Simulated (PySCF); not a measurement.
# I(2+): excitation energy in aug-cc-pwCVTZ-DK3

Aim: the excitation energy of iodine from differences of total energies, at each level of theory, and how far each lands from the tabulated value where there is one.

Program: PySCF 2.14.0. Level of theory: unrestricted determinants in a Gaussian basis, no spin-orbit coupling in the energies. These are calculated values, not measurements, unless marked.

### 1 The system

| Property | Result |
| --- | --- |
| Element | iodine (Z = 53) |
| Basis | aug-cc-pwCVTZ-DK3 |
| Hamiltonian | scalar relativity by spin-free X2C-1e |
| State 1 | I(2+): [Kr] 4d10 5s1 5p3 6s1, high-spin 6S determinant (an excited configuration) |
| Needed too, but not shown | I(2+) [Kr] 4d10 5s2 5p3 (4S) |
| Methods | UHF, LDA, PBE, PBE0, r2SCAN, CAM-B3LYP, M06-2X, wB97M-V, MP2 |
| Core shells frozen in the correlated runs | valence: [Kr] 4d10; valence and next inner shell: [Ar] 3d10 (for I(2+)) |

Outer shells as boxes (Hund's rule):

I2+ [Kr] 4d10 5s1 5p3 6s1
```
[Kr] core
4d [↑↓][↑↓][↑↓][↑↓][↑↓]
5s [↑ ]
5p [↑ ][↑ ][↑ ]
6s [↑ ]
```

The runs were made by one driver on top of PySCF. The scripts below sum up each run's settings (the driver also hands on starting orbitals that pick excited configurations, and frozen orbitals as a list rather than a count), and the logs come from the driver's own runs. The driver starts from symmetry-adapted Hartree-Fock orbitals, holds the occupation by maximum overlap and uses a logarithmic radial grid for functionals, so a plain start would take other cycles.

The integrals over 109 functions and the set-up took 15 s of CPU time.

### 2 I(2+) [Kr] 4d10 5s1 5p3 6s1, method by method

Level: UHF.

input.py reads:

```python
from pyscf import gto, scf, dft, mp, cc
import basis_set_exchange as bse
mol = gto.M(atom="I 0 0 0", charge=2, spin=5, symmetry="D2h",
            basis=gto.basis.parse(bse.get_basis("aug-cc-pwCVTZ-DK3", elements=["I"], fmt="nwchem")),
            nucmod="G")
mf = scf.UHF(mol).sfx2c1e()
mf.irrep_nelec = {'Ag': (10, 8), 'B1g': (2, 2), 'B2g': (2, 2), 'B3g': (2, 2), 'B1u': (4, 3), 'B2u': (4, 3), 'B3u': (4, 3)}
mf.kernel()
```

Level: LDA.

input.py differs from the last one in:

```diff
@@ -5,3 +5,3 @@
             nucmod="G")
-mf = scf.UHF(mol).sfx2c1e()
+mf = dft.UKS(mol, xc="LDA,VWN").sfx2c1e()
 mf.irrep_nelec = {'Ag': (10, 8), 'B1g': (2, 2), 'B2g': (2, 2), 'B3g': (2, 2), 'B1u': (4, 3), 'B2u': (4, 3), 'B3u': (4, 3)}
```

Level: PBE.

input.py differs from the last one in:

```diff
@@ -5,3 +5,3 @@
             nucmod="G")
-mf = dft.UKS(mol, xc="LDA,VWN").sfx2c1e()
+mf = dft.UKS(mol, xc="PBE").sfx2c1e()
 mf.irrep_nelec = {'Ag': (10, 8), 'B1g': (2, 2), 'B2g': (2, 2), 'B3g': (2, 2), 'B1u': (4, 3), 'B2u': (4, 3), 'B3u': (4, 3)}
```

Level: PBE0.

input.py differs from the last one in:

```diff
@@ -5,3 +5,3 @@
             nucmod="G")
-mf = dft.UKS(mol, xc="PBE").sfx2c1e()
+mf = dft.UKS(mol, xc="PBE0").sfx2c1e()
 mf.irrep_nelec = {'Ag': (10, 8), 'B1g': (2, 2), 'B2g': (2, 2), 'B3g': (2, 2), 'B1u': (4, 3), 'B2u': (4, 3), 'B3u': (4, 3)}
```

Level: r2SCAN.

input.py differs from the last one in:

```diff
@@ -5,3 +5,3 @@
             nucmod="G")
-mf = dft.UKS(mol, xc="PBE0").sfx2c1e()
+mf = dft.UKS(mol, xc="R2SCAN").sfx2c1e()
 mf.irrep_nelec = {'Ag': (10, 8), 'B1g': (2, 2), 'B2g': (2, 2), 'B3g': (2, 2), 'B1u': (4, 3), 'B2u': (4, 3), 'B3u': (4, 3)}
```

Level: CAM-B3LYP.

input.py differs from the last one in:

```diff
@@ -5,3 +5,3 @@
             nucmod="G")
-mf = dft.UKS(mol, xc="R2SCAN").sfx2c1e()
+mf = dft.UKS(mol, xc="CAMB3LYP").sfx2c1e()
 mf.irrep_nelec = {'Ag': (10, 8), 'B1g': (2, 2), 'B2g': (2, 2), 'B3g': (2, 2), 'B1u': (4, 3), 'B2u': (4, 3), 'B3u': (4, 3)}
```

Level: M06-2X.

input.py differs from the last one in:

```diff
@@ -5,3 +5,3 @@
             nucmod="G")
-mf = dft.UKS(mol, xc="CAMB3LYP").sfx2c1e()
+mf = dft.UKS(mol, xc="M062X").sfx2c1e()
 mf.irrep_nelec = {'Ag': (10, 8), 'B1g': (2, 2), 'B2g': (2, 2), 'B3g': (2, 2), 'B1u': (4, 3), 'B2u': (4, 3), 'B3u': (4, 3)}
```

Level: wB97M-V.

input.py differs from the last one in:

```diff
@@ -5,3 +5,3 @@
             nucmod="G")
-mf = dft.UKS(mol, xc="M062X").sfx2c1e()
+mf = dft.UKS(mol, xc="WB97M_V").sfx2c1e()
 mf.irrep_nelec = {'Ag': (10, 8), 'B1g': (2, 2), 'B2g': (2, 2), 'B3g': (2, 2), 'B1u': (4, 3), 'B2u': (4, 3), 'B3u': (4, 3)}
```

Level: MP2 (valence).

input.py differs from the last one in:

```diff
@@ -5,4 +5,5 @@
             nucmod="G")
-mf = dft.UKS(mol, xc="WB97M_V").sfx2c1e()
+mf = scf.UHF(mol).sfx2c1e()
 mf.irrep_nelec = {'Ag': (10, 8), 'B1g': (2, 2), 'B2g': (2, 2), 'B3g': (2, 2), 'B1u': (4, 3), 'B2u': (4, 3), 'B3u': (4, 3)}
 mf.kernel()
+mp.UMP2(mf, frozen=23).kernel()
```

### 3 I(2+) [Kr] 4d10 5s1 5p3 6s1, continued

Level: MP2 (valence and next inner shell).

Edit input.py of step 2 so:

```diff
@@ -8,2 +8,2 @@
 mf.kernel()
-mp.UMP2(mf, frozen=23).kernel()
+mp.UMP2(mf, frozen=14).kernel()
```

**Question.** What will these runs give?

As calculated:

```
                                        quantity                                                     value
excitation energy, I(2+) → [Kr] 4d10 5s1 5p3 6s1  UHF 21.594, MP2 (valence and next inner shell) 23.770 eV
```

In words: The methods span 2.663 eV, from UHF (21.594) to CAM-B3LYP (24.258). No reference value is at hand in this session. All values hold for this basis alone; no basis-set limit was taken.
